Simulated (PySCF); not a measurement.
# A gas-phase reaction: FGeH3 + BrH → BrGeH3 + FH

Aim: the reaction energy of `[F][GeH3]` + `Br` → `[GeH3][Br]` + `F`.

Computed with PySCF 2.14.0; each step states its level. No surroundings beyond the atoms listed, unless a continuum is named. Atoms count from 0, parts from 1.

## 1. Starting point

Each species was relaxed by itself at PBE0-D3(BJ)/def2-SVPD.

## 2. Reaction energy: wB97M-D3(BJ)/def2-TZVPD

Job settings and geometry (Å):

```
{"job": {"kind": "react", "xc": "wB97M-D3(BJ)", "basis": "def2-TZVPD"}, "charge": 0, "multiplicity": 1}
-1 FGeH3 charge 0 multiplicity 1
F      1.680790    -0.214680    -0.062850
Ge    -0.065510     0.011220    -0.015130
H     -0.636400    -0.908310    -1.100960
H     -0.302310     1.497250    -0.308260
H     -0.504130    -0.393560     1.397170

-1 BrH charge 0 multiplicity 1
Br     0.715060    -0.004880     0.004930
H     -0.708590     0.008360    -0.005590

+1 BrGeH3 charge 0 multiplicity 1
Ge    -0.155720     0.022690    -0.005540
Br     2.159780    -0.106360    -0.080360
H     -0.526550     1.496280    -0.200920
H     -0.688810    -0.856080    -1.141670
H     -0.586680    -0.497590     1.369500

+1 FH charge 0 multiplicity 1
F      0.458990     0.022770    -0.022330
H     -0.458990    -0.022770     0.022330
```

Method: wB97M-D3(BJ)/def2-TZVPD reaction energy of separated species, gas phase.

On the command line:

```console
$ OMP_NUM_THREADS=1 python cluster_run.py task.json out
```

This one command runs all jobs of the session in turn.

Standard output:

```text
species 1 (FGeH3)
coarse grid: 20136 points
cycle   1  E = -2178.6603745123  dE = -7.367e-01  |g| = 8.293e-01  |ddm| = 1.656e+00
cycle   2  E = -2178.6237108802  dE =  3.666e-02  |g| = 1.052e+00  |ddm| = 9.145e-01
cycle   3  E = -2178.7486712909  dE = -1.250e-01  |g| = 6.936e-02  |ddm| = 4.545e-01
cycle   4  E = -2178.7491311346  dE = -4.598e-04  |g| = 3.016e-02  |ddm| = 4.758e-02
cycle   5  E = -2178.7492456372  dE = -1.145e-04  |g| = 2.953e-03  |ddm| = 1.808e-02
cycle   6  E = -2178.7492485437  dE = -2.907e-06  |g| = 5.727e-04  |ddm| = 5.693e-03
final grid: 40760 points
cycle   7  E = -2178.7491694982  dE = -1.120e-07  |g| = 5.482e-04  |ddm| = 1.475e-03
cycle   8  E = -2178.7491694886  dE =  9.592e-09  |g| = 6.527e-04  |ddm| = 4.980e-04
cycle   9  E = -2178.7491695450  dE = -5.644e-08  |g| = 2.872e-05  |ddm| = 2.527e-04
cycle  10  E = -2178.7491695454  dE = -4.120e-10  |g| = 1.990e-05  |ddm| = 5.416e-05
converged SCF energy = -2178.7491695454

species 2 (BrH)
coarse grid: 9808 points
cycle   1  E = -2574.7444817169  dE = -1.115e+00  |g| = 2.814e-01  |ddm| = 9.887e-01
cycle   2  E = -2574.7574488120  dE = -1.297e-02  |g| = 1.487e-01  |ddm| = 2.655e-01
cycle   3  E = -2574.7608846205  dE = -3.436e-03  |g| = 8.657e-03  |ddm| = 8.708e-02
cycle   4  E = -2574.7609219855  dE = -3.736e-05  |g| = 2.523e-03  |ddm| = 1.268e-02
cycle   5  E = -2574.7609264160  dE = -4.430e-06  |g| = 6.497e-04  |ddm| = 4.934e-03
final grid: 18448 points
cycle   6  E = -2574.7609110843  dE = -1.922e-07  |g| = 3.884e-04  |ddm| = 9.240e-04
cycle   7  E = -2574.7609111119  dE = -2.762e-08  |g| = 2.730e-04  |ddm| = 3.937e-04
cycle   8  E = -2574.7609111190  dE = -7.076e-09  |g| = 3.378e-05  |ddm| = 1.359e-04
cycle   9  E = -2574.7609111200  dE = -1.025e-09  |g| = 1.120e-05  |ddm| = 6.291e-05
cycle  10  E = -2574.7609111201  dE = -5.139e-11  |g| = 1.704e-06  |ddm| = 1.292e-05
converged SCF energy = -2574.7609111201

species 3 (BrGeH3)
coarse grid: 22168 points
cycle   1  E = -4652.9636051632  dE = -1.715e+00  |g| = 6.619e-01  |ddm| = 1.850e+00
cycle   2  E = -4652.9763110277  dE = -1.271e-02  |g| = 6.686e-01  |ddm| = 7.820e-01
cycle   3  E = -4653.0126291040  dE = -3.632e-02  |g| = 4.303e-02  |ddm| = 3.683e-01
cycle   4  E = -4653.0128545521  dE = -2.254e-04  |g| = 6.813e-03  |ddm| = 3.444e-02
cycle   5  E = -4653.0128780226  dE = -2.347e-05  |g| = 1.853e-03  |ddm| = 1.391e-02
cycle   6  E = -4653.0128797662  dE = -1.744e-06  |g| = 6.289e-04  |ddm| = 4.196e-03
final grid: 42232 points
cycle   7  E = -4653.0127937281  dE = -1.697e-07  |g| = 4.534e-04  |ddm| = 1.360e-03
cycle   8  E = -4653.0127937583  dE = -3.018e-08  |g| = 3.540e-04  |ddm| = 5.983e-04
cycle   9  E = -4653.0127937705  dE = -1.214e-08  |g| = 3.896e-05  |ddm| = 1.971e-04
cycle  10  E = -4653.0127937721  dE = -1.604e-09  |g| = 2.175e-05  |ddm| = 1.169e-04
cycle  11  E = -4653.0127937722  dE = -1.610e-10  |g| = 6.396e-06  |ddm| = 3.377e-05
converged SCF energy = -4653.0127937722

species 4 (FH)
coarse grid: 7776 points
cycle   1  E = -100.4688196533  dE = -9.408e-02  |g| = 4.644e-01  |ddm| = 6.197e-01
cycle   2  E = -100.4725005132  dE = -3.681e-03  |g| = 5.038e-01  |ddm| = 3.808e-01
cycle   3  E = -100.5053147583  dE = -3.281e-02  |g| = 2.574e-02  |ddm| = 1.678e-01
cycle   4  E = -100.5053907367  dE = -7.598e-05  |g| = 5.006e-03  |ddm| = 1.077e-02
cycle   5  E = -100.5053953779  dE = -4.641e-06  |g| = 4.334e-04  |ddm| = 3.766e-03
final grid: 16976 points
cycle   6  E = -100.5053933770  dE = -6.401e-08  |g| = 1.052e-04  |ddm| = 8.211e-04
cycle   7  E = -100.5053933804  dE = -3.451e-09  |g| = 7.945e-05  |ddm| = 2.173e-04
cycle   8  E = -100.5053933813  dE = -8.266e-10  |g| = 2.082e-05  |ddm| = 3.726e-05
converged SCF energy = -100.5053933813

Reaction energy = -5.480 kcal/mol
```

It took 9.6 s on 1 thread of Arm Neoverse V1, shared host; peak memory 0.52 GiB.

Species by species (with the dispersion term, which the log's SCF energies lack):

| ν | species | energy (Eh) | HOMO (eV) |
| --- | --- | --- | --- |
| -1 | [F][GeH3] | -2178.75178 | -12.11 |
| -1 | Br | -2574.76148 | -11.15 |
| +1 | [GeH3][Br] | -4653.01636 | -10.54 |
| +1 | F | -100.50563 | -14.54 |

## 3. Energies of the species: PBE0-D3(BJ)/def2-TZVPD

Same as in step 2 but for these lines:

```diff
@@ -1,2 +1,2 @@
-{"job": {"kind": "react", "xc": "wB97M-D3(BJ)", "basis": "def2-TZVPD"}, "charge": 0, "multiplicity": 1}
+{"job": {"kind": "react", "xc": "PBE0", "basis": "def2-TZVPD", "disp": "d3bj"}, "charge": 0, "multiplicity": 1}
 -1 FGeH3 charge 0 multiplicity 1
```

Level: PBE0-D3(BJ)/def2-TZVPD reaction energy of separated species, gas phase.

Standard output:

```text
species 1 (FGeH3)
coarse grid: 20136 points
cycle   1  E = -2178.2679646948  dE = -6.525e-01  |g| = 8.678e-01  |ddm| = 1.645e+00
cycle   2  E = -2178.0735166723  dE =  1.944e-01  |g| = 1.460e+00  |ddm| = 1.127e+00
cycle   3  E = -2178.3515790555  dE = -2.781e-01  |g| = 1.848e-01  |ddm| = 7.220e-01
cycle   4  E = -2178.3555635023  dE = -3.984e-03  |g| = 2.719e-02  |ddm| = 1.032e-01
cycle   5  E = -2178.3556362957  dE = -7.279e-05  |g| = 3.280e-03  |ddm| = 1.338e-02
cycle   6  E = -2178.3556382518  dE = -1.956e-06  |g| = 2.411e-04  |ddm| = 1.996e-03
final grid: 40760 points
cycle   7  E = -2178.3556345225  dE = -3.863e-08  |g| = 2.226e-04  |ddm| = 8.258e-04
cycle   8  E = -2178.3556345132  dE =  9.376e-09  |g| = 3.404e-04  |ddm| = 2.499e-04
cycle   9  E = -2178.3556345303  dE = -1.718e-08  |g| = 2.960e-05  |ddm| = 1.527e-04
cycle  10  E = -2178.3556345305  dE = -1.573e-10  |g| = 4.657e-06  |ddm| = 2.139e-05
converged SCF energy = -2178.3556345305

species 2 (BrH)
coarse grid: 9808 points
cycle   1  E = -2574.4494535363  dE = -1.081e+00  |g| = 2.724e-01  |ddm| = 1.042e+00
cycle   2  E = -2574.4540917988  dE = -4.638e-03  |g| = 1.699e-01  |ddm| = 2.601e-01
cycle   3  E = -2574.4588661969  dE = -4.774e-03  |g| = 3.007e-02  |ddm| = 1.194e-01
cycle   4  E = -2574.4590976832  dE = -2.315e-04  |g| = 4.156e-03  |ddm| = 2.212e-02
cycle   5  E = -2574.4591016857  dE = -4.002e-06  |g| = 1.311e-03  |ddm| = 4.270e-03
final grid: 18448 points
cycle   6  E = -2574.4591027970  dE = -7.034e-08  |g| = 1.375e-03  |ddm| = 2.024e-03
cycle   7  E = -2574.4591028113  dE = -1.433e-08  |g| = 1.399e-03  |ddm| = 1.791e-03
cycle   8  E = -2574.4591030322  dE = -2.209e-07  |g| = 5.149e-05  |ddm| = 8.398e-04
cycle   9  E = -2574.4591030329  dE = -6.794e-10  |g| = 1.026e-05  |ddm| = 4.413e-05
converged SCF energy = -2574.4591030329

species 3 (BrGeH3)
coarse grid: 22168 points
cycle   1  E = -4652.3909920265  dE = -1.670e+00  |g| = 6.913e-01  |ddm| = 1.848e+00
cycle   2  E = -4652.3735085384  dE =  1.748e-02  |g| = 8.000e-01  |ddm| = 8.466e-01
cycle   3  E = -4652.4308617849  dE = -5.735e-02  |g| = 7.087e-02  |ddm| = 4.870e-01
cycle   4  E = -4652.4313087884  dE = -4.470e-04  |g| = 9.374e-03  |ddm| = 4.112e-02
cycle   5  E = -4652.4313232866  dE = -1.450e-05  |g| = 4.187e-03  |ddm| = 1.323e-02
cycle   6  E = -4652.4313287108  dE = -5.424e-06  |g| = 2.375e-04  |ddm| = 4.741e-03
final grid: 42232 points
cycle   7  E = -4652.4313173580  dE = -8.193e-09  |g| = 2.574e-04  |ddm| = 9.430e-04
cycle   8  E = -4652.4313173517  dE =  6.295e-09  |g| = 3.530e-04  |ddm| = 4.883e-04
cycle   9  E = -4652.4313173732  dE = -2.150e-08  |g| = 2.116e-05  |ddm| = 2.521e-04
cycle  10  E = -4652.4313173734  dE = -1.492e-10  |g| = 5.309e-06  |ddm| = 2.504e-05
converged SCF energy = -4652.4313173734

species 4 (FH)
coarse grid: 1712 points
cycle   1  E = -100.3540970114  dE = -3.605e-02  |g| = 4.957e-01  |ddm| = 6.253e-01
cycle   2  E = -100.3145781896  dE =  3.952e-02  |g| = 7.430e-01  |ddm| = 5.125e-01
cycle   3  E = -100.3938199770  dE = -7.924e-02  |g| = 2.284e-02  |ddm| = 2.892e-01
cycle   4  E = -100.3938955403  dE = -7.556e-05  |g| = 4.205e-03  |ddm| = 9.787e-03
cycle   5  E = -100.3938975241  dE = -1.984e-06  |g| = 3.555e-04  |ddm| = 1.247e-03
final grid: 16976 points
cycle   6  E = -100.3948395385  dE = -1.854e-05  |g| = 3.989e-03  |ddm| = 7.484e-03
cycle   7  E = -100.3948376226  dE =  1.916e-06  |g| = 5.485e-03  |ddm| = 3.346e-03
cycle   8  E = -100.3948416923  dE = -4.070e-06  |g| = 9.950e-05  |ddm| = 2.008e-03
cycle   9  E = -100.3948416936  dE = -1.284e-09  |g| = 1.781e-05  |ddm| = 3.932e-05
cycle  10  E = -100.3948416937  dE = -4.852e-11  |g| = 3.053e-06  |ddm| = 1.026e-05
converged SCF energy = -100.3948416937

Reaction energy = -7.796 kcal/mol
```

It took 5.2 s on 1 thread of Arm Neoverse V1, shared host; peak memory 0.52 GiB.

Reaction energy at this level: -7.80 kcal/mol.

## 4. Energies of the species: MP2/def2-TZVPD

Same as in step 3 but for these lines:

```diff
@@ -1,2 +1,2 @@
-{"job": {"kind": "react", "xc": "PBE0", "basis": "def2-TZVPD", "disp": "d3bj"}, "charge": 0, "multiplicity": 1}
+{"job": {"kind": "react", "xc": "MP2", "basis": "def2-TZVPD"}, "charge": 0, "multiplicity": 1}
 -1 FGeH3 charge 0 multiplicity 1
```

Method: MP2/def2-TZVPD reaction energy of separated species, gas phase.

Standard output:

```text
species 1 (FGeH3)
final grid: 40760 points
cycle   1  E = -2176.5571671743  dE = -8.753e-01  |g| = 6.103e-01  |ddm| = 1.635e+00
cycle   2  E = -2176.6000289381  dE = -4.286e-02  |g| = 4.674e-01  |ddm| = 5.169e-01
cycle   3  E = -2176.6247865915  dE = -2.476e-02  |g| = 3.167e-02  |ddm| = 2.114e-01
cycle   4  E = -2176.6252569637  dE = -4.704e-04  |g| = 8.187e-03  |ddm| = 5.110e-02
cycle   5  E = -2176.6252773484  dE = -2.038e-05  |g| = 3.113e-03  |ddm| = 1.258e-02
cycle   6  E = -2176.6252789078  dE = -1.559e-06  |g| = 7.481e-04  |ddm| = 3.009e-03
cycle   7  E = -2176.6252791552  dE = -2.474e-07  |g| = 2.206e-04  |ddm| = 1.432e-03
cycle   8  E = -2176.6252791870  dE = -3.180e-08  |g| = 4.662e-05  |ddm| = 3.860e-04
cycle   9  E = -2176.6252791883  dE = -1.255e-09  |g| = 5.937e-06  |ddm| = 1.079e-04
cycle  10  E = -2176.6252791883  dE = -2.046e-11  |g| = 9.149e-07  |ddm| = 1.583e-05
converged SCF energy = -2176.6252791883

species 2 (BrH)
final grid: 18448 points
cycle   1  E = -2572.9852622414  dE = -1.144e+00  |g| = 2.202e-01  |ddm| = 9.640e-01
cycle   2  E = -2572.9999186186  dE = -1.466e-02  |g| = 7.760e-02  |ddm| = 2.157e-01
cycle   3  E = -2573.0014423929  dE = -1.524e-03  |g| = 1.588e-02  |ddm| = 5.815e-02
cycle   4  E = -2573.0016142926  dE = -1.719e-04  |g| = 5.005e-03  |ddm| = 1.886e-02
cycle   5  E = -2573.0016334183  dE = -1.913e-05  |g| = 1.691e-03  |ddm| = 6.805e-03
cycle   6  E = -2573.0016348214  dE = -1.403e-06  |g| = 3.418e-04  |ddm| = 2.059e-03
cycle   7  E = -2573.0016348950  dE = -7.363e-08  |g| = 5.979e-05  |ddm| = 6.414e-04
cycle   8  E = -2573.0016348964  dE = -1.420e-09  |g| = 8.468e-06  |ddm| = 8.660e-05
cycle   9  E = -2573.0016348965  dE = -4.820e-11  |g| = 1.310e-06  |ddm| = 1.889e-05
converged SCF energy = -2573.0016348965

species 3 (BrGeH3)
final grid: 42232 points
cycle   1  E = -4649.5280651102  dE = -1.788e+00  |g| = 4.240e-01  |ddm| = 1.818e+00
cycle   2  E = -4649.5603104640  dE = -3.225e-02  |g| = 2.933e-01  |ddm| = 4.684e-01
cycle   3  E = -4649.5688425687  dE = -8.532e-03  |g| = 3.416e-02  |ddm| = 1.938e-01
cycle   4  E = -4649.5692834382  dE = -4.409e-04  |g| = 1.031e-02  |ddm| = 5.081e-02
cycle   5  E = -4649.5693300212  dE = -4.658e-05  |g| = 2.116e-03  |ddm| = 1.540e-02
cycle   6  E = -4649.5693327015  dE = -2.680e-06  |g| = 7.287e-04  |ddm| = 4.368e-03
cycle   7  E = -4649.5693330821  dE = -3.806e-07  |g| = 2.500e-04  |ddm| = 1.397e-03
cycle   8  E = -4649.5693331373  dE = -5.521e-08  |g| = 7.169e-05  |ddm| = 5.829e-04
cycle   9  E = -4649.5693331400  dE = -2.728e-09  |g| = 1.634e-05  |ddm| = 1.545e-04
cycle  10  E = -4649.5693331402  dE = -1.501e-10  |g| = 3.069e-06  |ddm| = 4.391e-05
converged SCF energy = -4649.5693331402

species 4 (FH)
final grid: 16976 points
cycle   1  E = -100.0371195561  dE = -1.649e-01  |g| = 4.007e-01  |ddm| = 6.032e-01
cycle   2  E = -100.0578873632  dE = -2.077e-02  |g| = 2.336e-01  |ddm| = 2.533e-01
cycle   3  E = -100.0646338646  dE = -6.747e-03  |g| = 2.356e-02  |ddm| = 8.092e-02
cycle   4  E = -100.0647512964  dE = -1.174e-04  |g| = 6.199e-03  |ddm| = 1.253e-02
cycle   5  E = -100.0647670091  dE = -1.571e-05  |g| = 1.459e-03  |ddm| = 5.122e-03
cycle   6  E = -100.0647682821  dE = -1.273e-06  |g| = 2.290e-04  |ddm| = 1.848e-03
cycle   7  E = -100.0647683165  dE = -3.438e-08  |g| = 1.958e-05  |ddm| = 4.211e-04
cycle   8  E = -100.0647683167  dE = -1.856e-10  |g| = 2.360e-06  |ddm| = 2.495e-05
converged SCF energy = -100.0647683167

Reaction energy = -7.048 kcal/mol
```

It took 3 s on 1 thread of Arm Neoverse V1, shared host; peak memory 0.56 GiB.

Reaction energy at this level: -7.05 kcal/mol.

## 5. Side by side

Energies in kcal/mol, with wall time:

```
                    run  reaction   time
wB97M-D3(BJ)/def2-TZVPD     -5.48  9.6 s
 PBE0-D3(BJ)/def2-TZVPD     -7.80  5.2 s
         MP2/def2-TZVPD     -7.05    3 s
```

## 6. What came out

| quantity | value |
| --- | --- |
| reaction energy (wB97M-D3(BJ)/def2-TZVPD) | -5.48 kcal/mol |
| ΔH, ΔG at 298 K (xTB thermal terms) | -3.7, -3.5 kcal/mol |
| range of the reaction energy over the runs of this table | -7.80 to -5.48 kcal/mol |

What this shows: The reaction is exothermic by 3.7 kcal/mol in the gas phase; dispersion gives -0.39, and xTB itself gave 4.09 for the electronic energy (xTB energies and thermal terms come from the earlier relaxation of each species, not shown). No barrier was sought. The reaction energy runs from -7.80 (PBE0-D3(BJ)/def2-TZVPD) to -5.48 kcal/mol (wB97M-D3(BJ)/def2-TZVPD).
